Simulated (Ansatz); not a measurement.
Task: a phonon calculation by linear response of TaAgO₃, space group Pm-3m, with Ansatz's Python interface. Give the script and its output. Settings: PBEsol, PAW, the default cutoff (420 eV here), 4×4×4 k-points, fixed occupations.

Contents of `taago3.xyz`:
```text
5
Lattice="3.99937 0.0 0.0 0.0 3.99937 0.0 0.0 0.0 3.99937" Properties=species:S:1:pos:R:3 pbc="T T T"
Ta    0.00000000    0.00000000    0.00000000
Ag    1.99968500    1.99968500    1.99968500
O     0.00000000    0.00000000    1.99968500
O     0.00000000    1.99968500    0.00000000
O     1.99968500    0.00000000    0.00000000
```

`taago3_dfpt.py`:
```python
from pathlib import Path

import ansatz as az
import numpy as np

structure = az.Crystal.from_extxyz("taago3.xyz")

calc = structure.calculation()
calc = calc.functional("pbesol").occupations("fixed")
calc = calc.kpoints(4, 4, 4)
calc = calc.phonons("dfpt", dielectric=True, lo_to_directions=[(0, 0, 1)])
outcome = calc.run(threads=1, runs_dir="runs")
ph = outcome.phonons

print("Gamma modes (1/cm):", " ".join(f"{w:.1f}" for w in ph.gamma_omega_inv_cm))
print("in meV:", " ".join(f"{w * 0.1239842:.2f}" for w in ph.gamma_omega_inv_cm))
field = outcome.phonons_dielectric
print("eps_inf diagonal:", np.round(np.diag(field.eps_inf), 3))
for site, z in zip(outcome.lattice.sites, field.zstar_e):
    print(f"Born charge {site.symbol:2s}", np.round(np.diag(z), 3) + 0.0)
rows = (Path(outcome.output_folder) / "results" / "optical_modes.tsv").read_text().splitlines()
for line in rows:
    if not line.startswith("#"):
        print("  ".join(f"{float(v):.3f}" for v in line.split()[:8]))
```

Running `python taago3_dfpt.py` prints:
```text
DeckWarning: basis.ecutwfc = 420 eV, auto-derived from the records' recommended cutoffs: set by Ta (normal level)
DeckWarning: phonons.dielectric: true without phonons.rigid_motions: the static dielectric tensor ε⁰ will be withheld (ε∞, Z* and the rows of modes are given); for a crystal or a slab, whose only [...]
RunWarning: field response: ε∞ stands inside a basis, on 6×6×6 points; the force constants stand on the 4×4×4 k-mesh, whose period is 10.37 times the interband length at k = (0.0000, 0.0000, 0.0000), [...]
Gamma modes (1/cm): -149.0 -149.0 -149.0 0.0 0.0 0.0 42.3 42.3 42.3 131.9 131.9 131.9 495.1 495.1 495.1
in meV: -18.48 -18.48 -18.48 0.00 0.00 0.00 5.25 5.25 5.25 16.35 16.35 16.35 61.38 61.38 61.38
eps_inf diagonal: [6.746 6.746 6.746]
Born charge Ta [8.891 8.891 8.891]
Born charge Ag [1.57 1.57 1.57]
Born charge O  [-1.836 -1.836 -6.789]
Born charge O  [-1.836 -6.789 -1.836]
Born charge O  [-6.789 -1.836 -1.836]
0.000  0.000  0.000  -149.014  3.000  178.480  2.579  0.000
0.000  0.000  0.000  42.335  3.000  0.053  0.001  0.000
0.000  0.000  0.000  131.910  3.000  0.000  0.000  -0.000
0.000  0.000  0.000  495.088  3.000  81.827  1.182  -0.000
0.000  0.000  1.000  -149.014  2.000  118.986  2.579  -0.000
0.000  0.000  1.000  42.240  1.000  0.000  0.000  -0.000
0.000  0.000  1.000  42.335  2.000  0.035  0.001  0.000
0.000  0.000  1.000  131.910  3.000  0.000  0.000  -0.000
0.000  0.000  1.000  345.842  1.000  8.728  0.000  -0.000
0.000  0.000  1.000  495.088  2.000  54.552  1.182  -0.000
0.000  0.000  1.000  729.530  1.000  78.059  0.000  0.000
```
(Warnings from the package without file and line, shortened.)

Caveats:
- Absolute energies stand on the zero of these potentials, so only differences at equal settings mean something. A total without «per atom» is that of the cell as typed.
- Spin is left out of this run.
- The cell isn't relaxed first, so the values belong to this volume.
- A negative frequency stands for an imaginary mode.
- Spin-orbit coupling, which matters for elements this heavy, is left out.
- The mesh doesn't settle the field response to the digits printed.
- The structure comes from a database of computed cells and needn't be a stable or known phase.
- The structure is taken as given; imaginary modes can come from an unrelaxed or unstable start.
- It ran for 120 s on 1 thread of Arm Neoverse N1, on a shared host, peak memory 0.64 GiB.
